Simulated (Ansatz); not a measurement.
# CH₄BrFHfO: up Jacob's ladder to CCSD(T)

One table from this session's results is given with a row withheld; the runs are named, their logs left out.

The runs use Ansatz 0.2.0, Gaussian basis; functionals in def2-TZVPP, the program's frozen cores in correlated methods.

Plan: LDA (SPW92), PBE-D4, revPBE-D4, BLYP-D4, r2SCAN-D4, B97M-V, PBE0-D4, B3LYP-D4, r2SCANh-D4, r2SCAN0-D4, HSE06-D4, BHLYP-D4, CAM-B3LYP-D4, LC-ωPBE, ωB97X-V, ωB97M-V, B2PLYP, PBE-QIDH; CCSD(T)/def2-SVP; CCSD(T)/def2-TZVPP; MP2/def2-QZVPP; extrapolation to the limit; RPA on PBE.

## The geometry

An earlier PBE0-D4 in a triple-zeta def2 set relaxation fixed the geometry. Hf takes the def2 core potential; no spin-orbit term is included.

SMILES `[CH3][Hf]([OH])([F])[Br]`, 9 atoms, charge 0, spin multiplicity 1.

Atoms are counted from 1 here; the program's logs count them from 0.

Bond lengths: C1–Hf2 2.201 Å, C1–H6 1.096 Å, C1–H7 1.096 Å, C1–H8 1.096 Å, Hf2–O3 1.897 Å, Hf2–F4 1.901 Å, Hf2–Br5 2.519 Å, O3–H9 0.952 Å. Angles: Hf2–C1–H6 110.6°, Hf2–C1–H7 111.8°, Hf2–C1–H8 111.1°, H6–C1–H7 107.7°, H6–C1–H8 107.7°, H7–C1–H8 107.6°, C1–Hf2–O3 105.0°, C1–Hf2–F4 105.3°, C1–Hf2–Br5 107.2°, O3–Hf2–F4 111.9°, O3–Hf2–Br5 113.7°, F4–Hf2–Br5 112.9°, Hf2–O3–H9 170.6°.

As a file:

```xyz
9
charge 0, multiplicity 1
C    -0.8364   -0.2798    1.0964
Hf    0.1720   -0.0408   -0.8452
O     1.8983    0.6241   -0.4251
F     0.2458   -1.7888   -1.5893
Br   -1.2206    1.5491   -2.2163
H    -1.8491   -0.6765    0.9596
H    -0.2945   -0.9681    1.7543
H    -0.9218    0.6799    1.6182
H     2.8062    0.9008   -0.3527
```

The first run:

File in.yaml:

```yaml
crystal:
  periodic: [false, false, false]
  atoms:
    - {symbol: C, position_ang: [-0.836350, -0.279791, 1.096444]}
    - {symbol: Hf, position_ang: [0.172044, -0.040776, -0.845226]}
    - {symbol: O, position_ang: [1.898326, 0.624114, -0.425080]}
    - {symbol: F, position_ang: [0.245762, -1.788772, -1.589285]}
    - {symbol: Br, position_ang: [-1.220646, 1.549105, -2.216333]}
    - {symbol: H, position_ang: [-1.849141, -0.676460, 0.959634]}
    - {symbol: H, position_ang: [-0.294461, -0.968071, 1.754328]}
    - {symbol: H, position_ang: [-0.921756, 0.679860, 1.618195]}
    - {symbol: H, position_ang: [2.806241, 0.900781, -0.352668]}
basis:
  gaussian: {orbitals: def2-TZVPP}
hamiltonian: {xc: lda}
output: {orbitals: {seedname: orbitals}}
```

Among the steps run: LDA; PBE-D4 (GGA); revPBE-D4 (GGA); BLYP-D4 (GGA); r2SCAN-D4 (meta-GGA); B97M-V (meta-GGA); PBE0-D4 (hybrid); B3LYP-D4 (hybrid); r2SCANh-D4 (hybrid); r2SCAN0-D4 (hybrid); HSE06-D4 (hybrid); BHLYP-D4 (hybrid); CAM-B3LYP-D4 (range-separated); LC-ωPBE (range-separated); ωB97X-V (range-separated); ωB97M-V (range-separated); B2PLYP (double hybrid); PBE-QIDH (double hybrid).

One of the session's tables, all rows but one given; the rest of the session is left out.

It belongs to the step «Frontier levels by functional». 

```
  functional  HOMO (eV)  gap (eV)
 LDA (SPW92)      -6.93      4.89
      PBE-D4      -6.76      4.99
   revPBE-D4      -6.70      5.04
     BLYP-D4      -6.63      4.97
   r2SCAN-D4      -7.06      5.52
      B97M-V      -7.11      5.61
     PBE0-D4      -8.11      7.20
    B3LYP-D4      -7.86      6.73
  r2SCANh-D4          ?         ?
  r2SCAN0-D4      -8.31      7.54
    HSE06-D4      -7.70      6.42
    BHLYP-D4      -9.33      9.42
CAM-B3LYP-D4      -9.50      9.70
     LC-ωPBE     -10.90     12.30
     ωB97X-V     -10.53     11.80
     ωB97M-V     -10.38     11.22
```

Q: Estimate the row for r2SCANh-D4 from the others.

Worked estimate for «HOMO (eV)». Against the share of exact exchange, r2SCAN-D4 (0, -7.06), r2SCAN0-D4 (0.25, -8.31) give a slope of -5.00 per unit share; at 0.1 the line stands at -7.56.

**Answer.** HOMO (eV): -7.56; gap (eV): 6.33. In «HOMO (eV)» the line misses by 0.00.
